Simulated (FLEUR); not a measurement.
## TiB2 in FLEUR: convergence with k mesh

The system is TiB2.

```
CELL_PARAMETERS angstrom
3.02920 0.00000 0.00000
-1.51460 2.62336 0.00000
0.00000 0.00000 3.22840
ATOMIC_POSITIONS crystal
Ti 0.00000 0.00000 0.00000
B 0.66667 0.33333 0.50000
B 0.33333 0.66667 0.50000
```

| Quantity | Value |
| --- | --- |
| Program | FLEUR MaX-R8.1 (later development tree) |
| Task | convergence study |
| Functional | PBEsol |
| Potentials or basis | all-electron |
| Basis | FLAPW |
| Kmax | 4.74 1/bohr |
| k mesh | 2 × 2 × 2 |
| Occupations | fermi-dirac, width 0.05 eV |
| Spin | no spin polarisation |

These are the settings of the first run; the series varies k mesh, with any setting tied to it.

Hardware: 1 thread of Arm Neoverse V2, on a shared host.

```tsv
k mesh	energy less the tightest run, at zero smearing (meV/atom)	SCF cycles	CPU time (s)	peak memory (GiB)
2 × 2 × 2	239.40	23	18	0.07
4 × 4 × 3	15.11	16	17	0.07
6 × 6 × 4	not converged	-	-	-
7 × 7 × 6	1.27	15	42	0.07
8 × 8 × 7	-2.37	16	54	0.07
10 × 10 × 8	2.52	16	89	0.07
12 × 12 × 10	-0.18	16	140	0.08
15 × 15 × 12	0.00	16	230	0.08
```

Against the tightest run, the energy stays within 1 meV/atom from 12 × 12 × 10 on. Meshes of other sizes hit other points, so gaps and Fermi surfaces needn't settle smoothly. The tightest run that finished is the yardstick and may itself not be fully converged.
